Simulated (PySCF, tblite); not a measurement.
**CH₁₅B₂NSi₄: geometry, infrared bands and NMR shifts**

Wanted: the infrared bands and NMR shifts of CH₁₅B₂NSi₄ (`B[Si@@H](BN[SiH3])C[SiH2][SiH3]`), by calculation.

Computed with tblite 0.8.0 and PySCF 2.14.0, with density-fitted response routines of our own, on a single molecule in the gas phase. Atoms count from 0, in the outputs and in this text.

## (1) The molecule as given

23 atoms, charge 0, multiplicity 1; geometry from: force field or distance geometry start.

Bonds of the start (Å): B0–Si1 1.94, Si1–B2 1.92, B2–N3 1.52, N3–Si4 1.80, Si1–C5 1.88, C5–Si6 1.87, Si6–Si7 2.24, B0–H8 1.18, B0–H9 1.18, Si1–H10 1.46, B2–H11 1.19, N3–H12 1.04, Si4–H13 1.46, Si4–H14 1.46, Si4–H15 1.47, C5–H16 1.11, C5–H17 1.11, Si6–H18 1.48, Si6–H19 1.47, Si7–H20 1.47, Si7–H21 1.46, Si7–H22 1.48.

## (2) Relaxing the molecule with GFN2-xTB

The job: settings as JSON, then the geometry in Å.

```
{"job": {"kind": "relax", "xc": "GFN2-xTB", "basis": "xTB"}, "charge": 0, "multiplicity": 1}
B     -0.387100    -1.796500    -1.568600
Si     0.008400    -0.035700    -0.853000
B     -1.602700     1.012200    -0.841200
N     -2.158800     1.572300     0.456500
Si    -3.767900     0.823900     0.741500
C      0.642700    -0.189200     0.909200
Si     2.300500    -1.062000     0.949800
Si     3.886100     0.202800     0.007500
H     -0.820200    -1.896000    -2.662000
H     -0.241100    -2.759000    -0.900400
H      1.012400     0.623400    -1.689000
H     -2.180000     1.214700    -1.862400
H     -2.307600     2.592100     0.342800
H     -4.336700     1.351100     1.978400
H     -3.629700    -0.626000     0.846800
H     -4.664500     1.155000    -0.374200
H     -0.084600    -0.758100     1.519000
H      0.763400     0.819500     1.347200
H      2.671900    -1.302900     2.360900
H      2.211200    -2.353400     0.260600
H      3.570600     0.387200    -1.418600
H      5.182900    -0.464200     0.142400
H      3.926200     1.515700     0.682700
```

The run is started by

```console
$ OMP_NUM_THREADS=1 python probes_run.py task.json out
```

One launch serves the whole session: the jobs run in the order shown.

**Question.** This job is followed by: GFN2-xTB harmonic vibrations, gas phase; GIAO PBE0/pcSseg-1 NMR shielding, non-relativistic, gas phase. What will the session give for the following? strongest single infrared mode (GFN2-xTB); zero-point energy (GFN2-xTB); 13C shifts against TMS (PBE0/pcSseg-1); 1H shifts against TMS (PBE0/pcSseg-1, means over atoms taken as alike); 11B shifts against BF3·OEt2 (PBE0/pcSseg-1); 29Si shifts against TMS (PBE0/pcSseg-1); 15N shifts against NH3 (PBE0/pcSseg-1).

As calculated:

| quantity | value |
| --- | --- |
| strongest single infrared mode (GFN2-xTB) | 2203 cm⁻¹, 458 km/mol |
| zero-point energy (GFN2-xTB) | 93.1 kcal/mol |
| 13C shifts against TMS (PBE0/pcSseg-1) | -10.2 ppm |
| 1H shifts against TMS (PBE0/pcSseg-1, means over atoms taken as alike) | 10.93, 6.32, 5.31, 4.89, 4.42, 4.36, 3.85, 3.40, 0.40, -0.18 ppm |
| 11B shifts against BF3·OEt2 (PBE0/pcSseg-1) | 118.6, 54.2 ppm |
| 29Si shifts against TMS (PBE0/pcSseg-1) | -49.4, -63.6, -73.1, -119.9 ppm |
| 15N shifts against NH3 (PBE0/pcSseg-1) | 134.6 ppm |

**Reading.** Relaxing lowered the energy by 1.325 eV in 239 steps; the close pair that moved most is B2–N3, from 1.519 to 1.398 Å. All 63 modes are real, so the xTB geometry is a minimum. The strongest single mode, at 2203 cm⁻¹, moves mainly H21. Unscaled tight-binding wavenumbers are off by several per cent, some by more. Its intensities can rank the bands wrongly. At PBE0/pcSseg-1: Shielding is most anisotropic at B0 (span 307 ppm, paramagnetic term -217 ppm).
